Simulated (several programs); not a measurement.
WS2 (2H-MoS2 type), relaxed with r2SCAN+rVV10 in Ansatz, was computed with several methods. The symmetry is P6_3/mmc (No. 194, hexagonal); conventional cell a = 3.170 Å, c = 12.491 Å, 18.12 Å³ an atom. Around W lie 6 S at 2.41 Å; around S lie 3 W at 2.41 Å. The values are computed, spin-unpolarised.

```
W S
1.0
     3.16995    0.00000    0.00000
    -1.58497    2.74525    0.00000
     0.00000    0.00000   12.49107
W S
2 4
Direct
  0.33333 0.66667 0.25000
  0.66667 0.33333 0.75000
  0.66667 0.33333 0.37511
  0.66667 0.33333 0.12489
  0.33333 0.66667 0.87511
  0.33333 0.66667 0.62489
```

Gaps and times are for a single point on this cell; volume and bulk modulus come from each method's own relaxation or energy curve at fixed shape, which is too stiff where a cell has free coordinates or axes. Times are rough, from shared hosts (AMD EPYC 7R13 Processor; Arm Neoverse V1; Arm Neoverse V2), and each method has its own mesh and cell size. A double dagger marks a value from a curve with shape and coordinates held. GFN1-xTB (tblite), GFN2-xTB (tblite) treat a cluster of cells at its zone centre, which samples few k points: where these miss a band edge, the gap comes out too large for that reason alone. Gaps from k meshes are read at a limited set of points (mesh, symmetry points, PBE's band edges), so each method's own least gap may be somewhat smaller. xTB and the PM methods were fitted mostly to molecules, and can miss a solid's gap by electronvolts. Minimal bases can be far off for gaps. Times of the plane-wave ladder aren't listed, since it ran on unlike processors and cards. Curves at held shape can't give the bulk modulus of a layered or molecular crystal, so none is listed. d marks a direct gap, i an indirect one (no mark: not told apart), a dash a value that wasn't computed or didn't pass its checks.

| method | kind | gap (eV) | own volume (Å³/atom) | bulk modulus (GPa) | atoms computed | processor time |
| --- | --- | --- | --- | --- | --- | --- |
| PBE-D3(BJ) | semilocal | – | 17.44 | – | 6 | – |
| r2SCAN+rVV10 | semilocal | – | 18.12 | – | 6 | – |
| PBE-D4 | semilocal | – | 17.53 | – | 6 | – |
| light PBE (260 eV and a coarse mesh) | light plane-wave | 1.04 i | – | – | 6 | 1.9 s |
| GFN1-xTB (tblite) | tight binding | 2.33 | 18.28‡ | – | cluster | 3.1 s |
| PBE+SOC | semilocal | 0.99 i | – | – | 6 | – |
| GFN2-xTB (tblite) | tight binding | 1.39 | 19.07‡ | – | cluster | 5.6 s |
| PBE | semilocal | 1.04 i | – | – | 6 | – |
| LDA | semilocal | 0.96 i | – | – | 6 | – |
| PBE/SZV (CP2K) | small basis | 0.59 i | 18.83‡ | – | 6 | 12 s |
| r2SCAN | semilocal | 1.15 i | – | – | 6 | – |
| HSE06 | hybrid | 1.57 i | – | – | 6 | – |
| PBE/DZVP (CP2K) | small basis | 1.08 i | 18.36‡ | – | 6 | 28 s |
| LC-ωPBE | hybrid | 5.47 i | – | – | 6 | – |
| PBE0 | hybrid | 2.23 i | – | – | 6 | – |
| DDH-PBE0 | hybrid | 1.46 i | – | – | 6 | – |

Question: How far from the measured values lie the methods that can be set against them?

Answer:
- Volume, measured 17.68 Å³ an atom: PBE-D3(BJ) -1.4 %, r2SCAN+rVV10 +2.4 %, PBE-D4 -0.9 %.
The calculations are for a static lattice; samples hold vibrations, temperature and, in optical gaps, excitons. A measured value is shown where most reports agree with it, and only for the quantities listed. Sources: 17.68 Å³ an atom (from the lattice constants; a of 2H-WS2; “Random anion distribution in MSxSe2−x (M = Mo, W) crystals and nanosheets”; Literature value quoted from an earlier work; measurement temperature not stated; 2018; pmc:9078701).

Only the rows marked +SOC include spin-orbit coupling.
